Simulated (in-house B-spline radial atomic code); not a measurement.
**Nb³⁺: ionisation energy by several methods**

The task here is to estimate one member of a computed series from the others.

Method: Dirac-Coulomb, several functionals, exact exchange averaged over the configuration; spherical all-electron atom at the radial basis limit. Code: in-house B-spline radial atomic code version 1.

## The atom as given

```
element       : niobium (Z = 41)
charge        : +3
electrons     : 38
configuration : [Kr] 4d2
nucleus       : Fermi, rms radius 4.324 fm
```

The outer shells:

[Kr] 4d2
```
[Kr] core
4d [↑ ][↑ ][  ][  ][  ]
```

The boxes only draw the filling; these runs are spin-restricted and spherical.

The first run:

Input settings:

```ini
Z = 41
electrons = 38.0
configuration = [Kr] 4d2
hamiltonian = dirac
method = b97_1
spin_polarised = False
nucleus = fermi
rms_radius = 4.324
mass_number = 93
atomic_mass = 92.90637317
speed_of_light = 137.035999084
exact_exchange = averaged over the configuration
```

On the command line:

```console
$ python run_scf.py task.json out
```

One command runs all members of the session, one after another, from task.json.

Among the steps run: B97-1, a global hybrid; BHandHLYP, a global hybrid; ωB97X, a range-separated hybrid; LC-ωPBE, a range-separated hybrid.

One table of the session follows, with a row left open; its other results are not shown here.

```
   method  ΔSCF (eV)  with Breit, QED, recoil (eV)
    B97-1     36.862                        36.875
BHandHLYP          ?                             ?
    ωB97X     36.700                        36.714
  LC-ωPBE     36.888                        36.901
```

Estimate the missing values for BHandHLYP.

As computed: ΔSCF (eV): 36.812; with Breit, QED, recoil (eV): 36.825. In the column «ΔSCF (eV)» it lies between ωB97X (36.700) and B97-1 (36.862).
